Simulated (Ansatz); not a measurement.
# C2H8InNO2: the cost of one run

The runs use Ansatz 0.2.0, Gaussian basis; RKS PBE0-D4/def2-TZVP.

The runs, in order: relaxation at PBE0-D4/def2-TZVP; harmonic vibrations at the same level.

1 further run of the same task is left out (set aside as unsound or not needed).

### 1 The starting structure

SMILES `C[O][In]([NH2])[O]C`, 14 atoms, charge 0, spin multiplicity 1.

Atoms are counted from 1 here; the program's logs count them from 0.

Bond lengths: C1–O2 1.407 Å, C1–H7 1.095 Å, C1–H8 1.095 Å, C1–H9 1.095 Å, O2–In3 1.995 Å, In3–N4 2.075 Å, In3–O5 2.010 Å, N4–H10 1.016 Å, N4–H11 1.017 Å, O5–C6 1.403 Å, C6–H12 1.095 Å, C6–H13 1.096 Å, C6–H14 1.095 Å. Angles: O2–C1–H7 109.4°, O2–C1–H8 108.2°, O2–C1–H9 112.7°, H7–C1–H8 109.3°, H7–C1–H9 108.6°, H8–C1–H9 108.5°, C1–O2–In3 123.0°, O2–In3–N4 122.3°, O2–In3–O5 113.6°, N4–In3–O5 123.7°, In3–N4–H10 106.9°, In3–N4–H11 109.7°, H10–N4–H11 106.4°, In3–O5–C6 123.2°, O5–C6–H12 110.0°, O5–C6–H13 113.1°, O5–C6–H14 108.1°, H12–C6–H13 108.2° and more.

As a file:

```mol
C2H8InNO2
  3D, bonds by distance, orders not assigned

 14 13  0  0  0  0  0  0  0  0999 V2000
   -0.9655   -1.6816    2.0459 C   0  0
   -0.7526   -1.8819    0.6694 O   0  0
   -0.0043   -0.4754   -0.5310 In  0  0
    0.1525   -0.7369   -2.5835 N   0  0
    0.3887    1.2587    0.4065 O   0  0
    0.7299    2.4383   -0.2725 C   0  0
   -0.2728   -2.3087    2.6170 H   0  0
   -1.9943   -1.9746    2.2797 H   0  0
   -0.8242   -0.6383    2.3484 H   0  0
   -0.0522   -1.7134   -2.7738 H   0  0
    1.1140   -0.5833   -2.8760 H   0  0
   -0.1164    3.1325   -0.2647 H   0  0
    1.0215    2.2658   -1.3144 H   0  0
    1.5756    2.8989    0.2490 H   0  0
  1  2  8  0
  2  3  8  0
  3  4  8  0
  3  5  8  0
  5  6  8  0
  1  7  8  0
  1  8  8  0
  1  9  8  0
  4 10  8  0
  4 11  8  0
  6 12  8  0
  6 13  8  0
  6 14  8  0
M  END
```

The start is a GFN2-xTB geometry. In takes the def2 core potential; no spin-orbit term is included.

### 2 Relaxation at PBE0-D4/def2-TZVP

Contents of in.yaml:

```yaml
crystal:
  periodic: [false, false, false]
  atoms:
    - {symbol: C, position_ang: [-0.965490, -1.681580, 2.045910]}
    - {symbol: O, position_ang: [-0.752570, -1.881880, 0.669380]}
    - {symbol: In, position_ang: [-0.004350, -0.475360, -0.530990]}
    - {symbol: N, position_ang: [0.152550, -0.736860, -2.583490]}
    - {symbol: O, position_ang: [0.388670, 1.258650, 0.406470]}
    - {symbol: C, position_ang: [0.729900, 2.438300, -0.272520]}
    - {symbol: H, position_ang: [-0.272760, -2.308670, 2.617050]}
    - {symbol: H, position_ang: [-1.994340, -1.974620, 2.279690]}
    - {symbol: H, position_ang: [-0.824200, -0.638330, 2.348400]}
    - {symbol: H, position_ang: [-0.052200, -1.713450, -2.773810]}
    - {symbol: H, position_ang: [1.113990, -0.583340, -2.876020]}
    - {symbol: H, position_ang: [-0.116360, 3.132530, -0.264730]}
    - {symbol: H, position_ang: [1.021520, 2.265750, -1.314380]}
    - {symbol: H, position_ang: [1.575620, 2.898890, 0.249040]}
basis:
  gaussian: {orbitals: def2-TZVP}
hamiltonian: {xc: pbe0, dispersion: d4}
relax: {f_tol: 0.005, max_steps: 150}
```

Launch:

```console
$ ansatz run in.yaml --threads 8 --pin off --events-out ev --progress --plain --max-ram 18278MiB
```

Q: Estimate wall time and peak memory on 8 threads of Arm Neoverse V1, shared host.

About 93 s, with a peak of 0.85 GiB.
